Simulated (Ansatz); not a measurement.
# CH7FInNSi: the cost of one run

Program: Ansatz 0.2.0. Level of theory: RKS BHLYP-D4/def2-SVP. These are calculated values, not measurements.

**1. The system as given**

Bond lengths: C1–In2 2.064 Å, In2–Si3 2.138 Å, Si3–N4 1.769 Å, Si3–F5 1.678 Å, C1–H6 1.060 Å, C1–H7 1.135 Å, C1–H8 1.157 Å, In2–H9 0.507 Å, Si3–H10 1.518 Å, N4–H11 1.112 Å, N4–H12 1.060 Å. Angles (14 of 18 angles, heavy atoms first): C1–In2–Si3 96.7°, In2–Si3–N4 122.0°, In2–Si3–F5 103.2°, N4–Si3–F5 109.9°, C1–In2–H9 114.5°, Si3–In2–H9 77.5°, In2–C1–H6 116.2°, In2–C1–H7 97.3°, In2–C1–H8 116.7°, In2–Si3–H10 105.8°, N4–Si3–H10 106.5°, F5–Si3–H10 108.9°, Si3–N4–H11 102.6°, Si3–N4–H12 106.2°.

Coordinates:

```xyz
12

C    -1.7519    0.2310    0.3369
In   -0.0536    0.6829    1.4190
Si    1.3483    0.3166   -0.1529
N     1.2923   -1.1525   -1.1365
F     1.1836    1.6675   -1.1339
H    -1.9477   -0.7987    0.1815
H    -2.5069    0.6571    1.0699
H    -1.9099    0.8150   -0.6492
H     0.2001    0.2791    1.5906
H     2.7182    0.3469    0.5005
H     0.2547   -1.1367   -1.5372
H     1.2497   -1.9634   -0.4548
```

**2. End point A**

The input, input.yaml:

```yaml
crystal:
  periodic: [false, false, false]
  atoms:
    - { symbol: C, position_ang: [-1.7519, 0.231, 0.3369] }
    - { symbol: In, position_ang: [-0.0536, 0.6829, 1.419] }
    - { symbol: Si, position_ang: [1.3483, 0.3166, -0.1529] }
    - { symbol: "N", position_ang: [1.2923, -1.1525, -1.1365] }
    - { symbol: F, position_ang: [1.1836, 1.6675, -1.1339] }
    - { symbol: H, position_ang: [-1.9477, -0.7987, 0.1815] }
    - { symbol: H, position_ang: [-2.5069, 0.6571, 1.0699] }
    - { symbol: H, position_ang: [-1.9099, 0.815, -0.6492] }
    - { symbol: H, position_ang: [0.2001, 0.2791, 1.5906] }
    - { symbol: H, position_ang: [2.7182, 0.3469, 0.5005] }
    - { symbol: H, position_ang: [0.2547, -1.1367, -1.5372] }
    - { symbol: H, position_ang: [1.2497, -1.9634, -0.4548] }
basis:
  gaussian: { orbitals: def2-SVP }
hamiltonian:
  xc: { name: BHLYP }
  dispersion: d4
relax:
  f_tol: 0.02
  max_steps: 50
```

Started as:

```bash
$ ansatz run input.yaml --threads 2 --pin off --max-ram 3072MiB --backend cpu --events-out ev --progress --plain --runs-dir out
```

**Question.** How long does this run take on 2 threads of AMD EPYC 9R45 (Zen 5), shared host, and how much memory does it need?

About 61 s, with a peak of 0.33 GiB.
